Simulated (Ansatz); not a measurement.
# CH9GeNSi: small, medium and large basis sets

The task here is to estimate one member of a computed series from the others.

Method: one geometry, several basis sets; program: Ansatz 0.2.0, Gaussian basis.

Plan: PBE0-D4/def2-SVP; ωB97M-V/def2-SVP; PBE0-D4/def2-QZVPP; ωB97M-V/def2-QZVPP; the functionals' def2-TZVPP values are taken from earlier runs.

### Structure used throughout

All runs share one geometry, relaxed beforehand with PBE0-D4 in a triple-zeta def2 set.

13 atoms, charge 0, spin multiplicity 1.

Atoms are counted from 1 here; the program's logs count them from 0.

Bond lengths: C1–Si2 1.867 Å, C1–H5 1.092 Å, C1–H6 1.093 Å, C1–H7 1.093 Å, Si2–N3 1.728 Å, Si2–Ge4 2.395 Å, Si2–H8 1.490 Å, N3–H9 1.008 Å, N3–H10 1.008 Å, Ge4–H11 1.542 Å, Ge4–H12 1.544 Å, Ge4–H13 1.543 Å. Angles: Si2–C1–H5 110.5°, Si2–C1–H6 110.7°, Si2–C1–H7 111.0°, H5–C1–H6 108.6°, H5–C1–H7 108.3°, H6–C1–H7 107.7°, C1–Si2–N3 109.2°, C1–Si2–Ge4 108.8°, C1–Si2–H8 111.1°, N3–Si2–Ge4 114.3°, N3–Si2–H8 106.0°, Ge4–Si2–H8 107.4°, Si2–N3–H9 118.7°, Si2–N3–H10 119.3°, H9–N3–H10 110.1°, Si2–Ge4–H11 111.8°, Si2–Ge4–H12 111.0°, Si2–Ge4–H13 112.8° and more.

Set-up of the first run:

File in.yaml:

```yaml
crystal:
  periodic: [false, false, false]
  atoms:
    - {symbol: C, position_ang: [-1.237426, 1.303147, -0.247363]}
    - {symbol: Si, position_ang: [-0.477558, -0.399455, -0.150709]}
    - {symbol: N, position_ang: [-0.026275, -0.911182, -1.737928]}
    - {symbol: Ge, position_ang: [1.329088, -0.348635, 1.420253]}
    - {symbol: H, position_ang: [-2.100074, 1.298674, -0.917679]}
    - {symbol: H, position_ang: [-1.564139, 1.637816, 0.740249]}
    - {symbol: H, position_ang: [-0.515257, 2.032970, -0.622946]}
    - {symbol: H, position_ang: [-1.466043, -1.401243, 0.338447]}
    - {symbol: H, position_ang: [0.140765, -1.891801, -1.901235]}
    - {symbol: H, position_ang: [0.626754, -0.354830, -2.268044]}
    - {symbol: H, position_ang: [1.999925, -1.729638, 1.564635]}
    - {symbol: H, position_ang: [2.428121, 0.637010, 0.967557]}
    - {symbol: H, position_ang: [0.882520, 0.092367, 2.829562]}
basis:
  gaussian: {orbitals: def2-SVP}
hamiltonian: {xc: pbe0, dispersion: d4}
output: {orbitals: {seedname: orbitals}}
```

Command:

```
> ansatz run in.yaml --threads 4 --pin off --events-out ev --progress --plain --max-ram 10444MiB
```

Among the steps run: PBE0-D4 in def2-SVP; ωB97M-V in def2-SVP; PBE0-D4 in def2-QZVPP; ωB97M-V in def2-QZVPP.

One table of the session follows, with a row left open; its other results are not shown here.

It belongs to the step «Density functionals: the series». 

| functional | basis | HOMO (eV) | LUMO (eV) |
| --- | --- | --- | --- |
| PBE0-D4 | def2-SVP | -6.70 | 0.67 |
| PBE0-D4 | def2-TZVPP | -6.86 | 0.29 |
| PBE0-D4 | def2-QZVPP | -6.89 | 0.09 |
| ωB97M-V | def2-SVP | -8.82 | 2.44 |
| ωB97M-V | def2-TZVPP | -8.99 | 1.85 |
| ωB97M-V | def2-QZVPP | ? | ? |

Q: Estimate the row for ωB97M-V, def2-QZVPP from the others.

The run gave: HOMO (eV): -9.02; LUMO (eV): 1.40. In the column «HOMO (eV)» it is the lowest.
